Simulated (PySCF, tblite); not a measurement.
# C7H7NP+: geometry, infrared bands and NMR shifts

Aim: predict the infrared bands and NMR shifts of C7H7NP+ (`C1=C[PH+]1c1cccnc1`).

Programs: tblite 0.8.0 and PySCF 2.14.0, with density-fitted response routines of our own. Each step states its level of theory. These are calculated values for one molecule in the gas phase, unless marked as measured. Atoms count from 0, in the outputs and in this text.

## (1) The starting structure

16 atoms, charge 1, multiplicity 1; geometry from: force field or distance geometry start.

Bonds of the start (Å): C0–C1 1.36, C1–P2 1.79, P2–C3 1.79, C3–C4 1.37, C4–C5 1.40, C5–C6 1.40, C6–N7 1.37, N7–C8 1.36, P2–C0 1.79, C8–C3 1.39, C0–H9 1.09, C1–H10 1.10, P2–H11 1.40, C4–H12 1.09, C5–H13 1.08, C6–H14 1.10, C8–H15 1.10.

## (2) Geometry optimisation with GFN2-xTB

Job settings and geometry (Å):

```
{"job": {"kind": "relax", "xc": "GFN2-xTB", "basis": "xTB"}, "charge": 1, "multiplicity": 1}
C      2.975200    -0.487100     0.136200
C      2.738500     0.468100    -0.808700
P      1.445800    -0.774300    -0.757900
C     -0.115700    -0.274400    -0.040200
C     -1.130000     0.182100    -0.844500
C     -2.367600     0.578700    -0.335700
C     -2.569600     0.503100     1.044200
N     -1.557400     0.044400     1.847900
C     -0.360600    -0.345800     1.324900
H      3.592100    -0.893900     0.939200
H      3.120300     1.386800    -1.272000
H      1.456100    -1.674300    -1.834100
H     -0.994600     0.256000    -1.924400
H     -3.130100     0.938000    -1.003900
H     -3.521800     0.807200     1.497600
H      0.411800    -0.705700     2.020000
```

Run with:

```console
OMP_NUM_THREADS=1 python probes_run.py task.json out
```

The driver reads the jobs from task.json and runs them one after another.

**Question.** This job is followed by: GFN2-xTB harmonic vibrations, gas phase; GIAO PBE0/pcSseg-1 NMR shielding, non-relativistic, gas phase. What will the session give for the following? strongest single infrared mode (GFN2-xTB); zero-point energy (GFN2-xTB); 13C shifts against TMS (PBE0/pcSseg-1, means over atoms taken as alike); 1H shifts against TMS (PBE0/pcSseg-1, means over atoms taken as alike); 31P shifts against H3PO4 (PBE0/pcSseg-1); 15N shifts against NH3 (PBE0/pcSseg-1).

As calculated:

| quantity | value |
| --- | --- |
| strongest single infrared mode (GFN2-xTB) | 730 cm⁻¹, 78 km/mol |
| zero-point energy (GFN2-xTB) | 71.2 kcal/mol |
| 13C shifts against TMS (PBE0/pcSseg-1, means over atoms taken as alike) | 166.8, 154.8, 147.5, 135.8, 132.3, 111.5 ppm |
| 1H shifts against TMS (PBE0/pcSseg-1, means over atoms taken as alike) | 9.84, 9.08, 8.90, 8.44, 8.15, 5.99 ppm |
| 31P shifts against H3PO4 (PBE0/pcSseg-1) | -185.0 ppm |
| 15N shifts against NH3 (PBE0/pcSseg-1) | 371.6 ppm |

What this shows: The optimisation took 106 steps and gained 0.389 eV; among the close pairs (by a distance rule), N7–C8 changed most, from 1.363 to 1.310 Å. No mode is imaginary among the 42: a minimum at this level. Unscaled tight-binding wavenumbers are off by several per cent, some by more. Its intensities can rank the bands wrongly. At PBE0/pcSseg-1: Shielding is most anisotropic at N7 (span 768 ppm, paramagnetic term -432 ppm). NICS(1)zz of -27 ppm above the planar ring from C3 marks a diatropic (aromatic) ring current. By nearest atom (PBE0/pcSseg-1), the HOMO sits on N7 66 % and the LUMO on P2 20 %; C6 13 %.
